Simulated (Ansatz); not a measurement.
## Molecular dynamics of Li

Input file:

```yaml
accuracy: low
crystal:
  lattice:
    - [7.094447, 0.0, 0.0]
    - [0.0, 7.094447, 0.0]
    - [0.0, 0.0, 7.094447]
  atoms:
    - { symbol: Li, position: [0.0, 0.0, 0.0] }
    - { symbol: Li, position: [0.5, 0.0, 0.0] }
    - { symbol: Li, position: [0.0, 0.5, 0.0] }
    - { symbol: Li, position: [0.0, 0.0, 0.5] }
    - { symbol: Li, position: [0.25, 0.25, 0.25] }
    - { symbol: Li, position: [0.5, 0.5, 0.0] }
    - { symbol: Li, position: [0.5, 0.0, 0.5] }
    - { symbol: Li, position: [0.75, 0.25, 0.25] }
    - { symbol: Li, position: [0.0, 0.5, 0.5] }
    - { symbol: Li, position: [0.25, 0.75, 0.25] }
    - { symbol: Li, position: [0.25, 0.25, 0.75] }
    - { symbol: Li, position: [0.5, 0.5, 0.5] }
    - { symbol: Li, position: [0.75, 0.75, 0.25] }
    - { symbol: Li, position: [0.75, 0.25, 0.75] }
    - { symbol: Li, position: [0.25, 0.75, 0.75] }
    - { symbol: Li, position: [0.75, 0.75, 0.75] }
basis:
  ecutwfc: 420.0
kpoints:
  mp_grid: { grid: [2, 2, 2] }
hamiltonian:
  xc: pbesol
scf:
  occupations: { method: fermi_dirac, width: 0.16 }
  lower_state_search: "off"
md:
  timestep: 1
  n_steps: 200
  ensemble: nvt_langevin
  temperature: 1800.0
  initial_velocities: maxwell_boltzmann
  seed: 200428
  friction: 0.02
```

Launched with:

```bash
$ ansatz run input.yaml --threads 1 --pin off --max-ram 3072MiB --backend cpu --events-out ev --progress --plain --runs-dir out
```

It starts from a structure without forces on its atoms.

Output, in part (step lines):

```
md step     0: t =     0.00 fs  T =  1687.5 K  F+E_penalty+E_count = -3247.93271979 eV  E_kin = 3.490020 eV  (6 SCF iters)
md step     1: t =     1.00 fs  T =  1723.7 K  F+E_penalty+E_count = -3247.92645406 eV  E_kin = 3.564803 eV  (6 SCF iters)
md step     2: t =     2.00 fs  T =  1564.1 K  F+E_penalty+E_count = -3247.90781219 eV  E_kin = 3.234853 eV  (6 SCF iters)
md step     3: t =     3.00 fs  T =  1503.6 K  F+E_penalty+E_count = -3247.87810445 eV  E_kin = 3.109617 eV  (6 SCF iters)
md step     4: t =     4.00 fs  T =  1481.3 K  F+E_penalty+E_count = -3247.83837078 eV  E_kin = 3.063547 eV  (6 SCF iters)
md step     5: t =     5.00 fs  T =  1464.4 K  F+E_penalty+E_count = -3247.78824699 eV  E_kin = 3.028679 eV  (5 SCF iters)
md step     6: t =     6.00 fs  T =  1371.2 K  F+E_penalty+E_count = -3247.72948020 eV  E_kin = 2.835952 eV  (5 SCF iters)
md step     7: t =     7.00 fs  T =  1411.3 K  F+E_penalty+E_count = -3247.66272740 eV  E_kin = 2.918712 eV  (5 SCF iters)
[... lines left out ...]
md step   199: t =   199.00 fs  T =  1525.9 K  F+E_penalty+E_count = -3243.02379162 eV  E_kin = 3.155724 eV  (5 SCF iters)
md step   200: t =   200.00 fs  T =  1437.7 K  F+E_penalty+E_count = -3242.93769165 eV  E_kin = 2.973448 eV  (6 SCF iters)
```

The steps, from the saved trajectory:

```
time (fs)  T (K)  potential energy less start (eV)
      0.0   1688                             0.000
      6.0   1371                             0.203
     12.0   1258                             0.715
     18.0   1217                             1.452
     24.0    990                             1.979
     30.0    972                             2.278
     36.0   1023                             2.348
     42.0    881                             2.347
     48.0   1191                             2.337
     54.0   1090                             2.151
     60.0   1694                             1.847
     66.0   2076                             1.665
     72.0   2227                             1.731
     78.0   1810                             1.954
     84.0   1920                             2.124
     90.0   1969                             2.323
     96.0   1888                             2.693
    102.0   1719                             3.425
    108.0   1680                             4.189
    114.0   1233                             4.665
    120.0   1629                             4.581
    126.0   1992                             4.205
    132.0   1989                             4.038
    138.0   1770                             3.877
    144.0   1927                             3.718
    150.0   1912                             4.080
    156.0   1507                             4.881
    162.0   1132                             5.344
    168.0   1244                             5.285
    174.0   1732                             4.939
    180.0   2195                             4.508
    186.0   2282                             4.330
    192.0   1879                             4.428
    198.0   1657                             4.819
```

The run went to its last step. A run of 0.2 ps of so small a system gives no equilibrium averages. Limits of this set-up: coarse k mesh, low accuracy level.

Mean squared displacements from the first frame to the last, about the centre of mass: Li 1.80 Å².

Last frame:

```xyz
16
Lattice="7.0944 0.0000 0.0000 0.0000 7.0944 0.0000 0.0000 0.0000 7.0944" Properties=species:S:1:pos:R:3
Li -0.172 -0.504 -0.443
Li 3.835 -0.554 -0.587
Li 0.141 2.682 1.142
Li 0.278 0.773 3.565
Li 1.794 0.794 0.394
Li 3.857 4.057 0.784
Li 2.961 -0.536 1.919
Li 5.315 2.034 1.379
Li 0.008 4.554 4.981
Li 1.288 5.091 1.732
Li 2.649 2.877 4.454
Li 2.958 2.089 2.688
Li 6.105 5.556 1.802
Li 5.688 2.148 5.040
Li 1.683 7.119 4.791
Li 4.111 4.710 3.372
```

Time of the run: 8.3 min on 1 thread of Intel(R) Xeon(R) Platinum 8488C (Sapphire Rapids), with other jobs on the host, peak memory 0.58 GiB.
